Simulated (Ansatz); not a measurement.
# BH4NO2: the cost of one run

Program: Ansatz 0.2.0, Gaussian basis. Level of theory: PBE0-D4/def2-TZVP structures, single points in def2-TZVPP, no counterpoise correction. These are calculated values, not measurements.

Levels: SPW92, PBE-D4, BLYP-D4, r2SCAN-D4, B97M-V, PBE0-D4, B3LYP-D4, r2SCAN0-D4, BHLYP-D4, CAM-B3LYP-D4, wB97X-V, wB97M-V, B2PLYP, PBE-QIDH, RPA on PBE, Hartree-Fock, MP2, CCSD, CCSD(T).

Cores are frozen in the correlated methods. B3LYP uses VWN-RPA correlation. B2PLYP carries no dispersion term here.

113 further runs of the same task are left out: 113 set aside as unsound or not needed. Runs told in other sessions of the task aren't counted.

### 1 Starting geometry

The complex: 12 atoms, charge 0, spin multiplicity 1.

Atoms are counted from 1 here; the program's logs count them from 0.

Bond lengths: B1–O3 1.366 Å, B1–O4 1.366 Å, B1–N6 1.437 Å, H2–H7 0.748 Å, O3–H9 0.957 Å, O4–H10 0.957 Å, H5–F8 0.953 Å, N6–H11 1.008 Å, N6–H12 1.008 Å. Angles: O3–B1–O4 126.4°, O3–B1–N6 116.8°, O4–B1–N6 116.8°, B1–O3–H9 115.9°, B1–O4–H10 115.9°, B1–N6–H11 117.3°, B1–N6–H12 117.3°, H11–N6–H12 112.3°.

Coordinates:

```xyz
12

B    -0.6571    0.5459   -0.3257
H     0.9195   -2.6227   -0.6827
O    -0.1179    0.6960   -1.5722
O    -1.7062   -0.2620    0.0115
H     1.1677    0.1808    1.2841
N    -0.0378    1.2833    0.7415
H     1.2046   -2.1993   -0.1354
F     1.8235   -0.4547    1.5574
H    -0.4740    0.1253   -2.2536
H    -2.0451   -0.8214   -0.6878
H     0.5068    2.0931    0.4879
H    -0.5839    1.4358    1.5752
```

Its parts: BH4NO2 holds atoms 1, 3, 4, 6, 9, 10, 11, 12; H2 holds atoms 2, 7; HF holds atoms 5, 8. Each part counts its atoms afresh in its own runs.

### 2 Relaxing BH4NO2 alone

File relax-a/in.yaml:

```yaml
crystal:
  periodic: [false, false, false]
  atoms:
    - {symbol: B, position_ang: [-0.657075, 0.545879, -0.325712]}
    - {symbol: O, position_ang: [-0.117929, 0.696042, -1.572245]}
    - {symbol: O, position_ang: [-1.706218, -0.262024, 0.011465]}
    - {symbol: N, position_ang: [-0.037801, 1.283322, 0.741458]}
    - {symbol: H, position_ang: [-0.473991, 0.125344, -2.253605]}
    - {symbol: H, position_ang: [-2.045092, -0.821421, -0.687801]}
    - {symbol: H, position_ang: [0.506845, 2.093084, 0.487948]}
    - {symbol: H, position_ang: [-0.583908, 1.435767, 1.575210]}
basis:
  gaussian: {orbitals: def2-TZVP}
hamiltonian: {xc: pbe0, dispersion: d4}
relax: {f_tol: 0.005, max_steps: 200}
```

Started as:

```sh
> ansatz run in.yaml --threads 8 --pin off --events-out ev --progress --plain --max-ram 19148MiB
```

**Question.** How long does this run take on 8 threads of Arm Neoverse V1, shared host?

About 6.5 s.
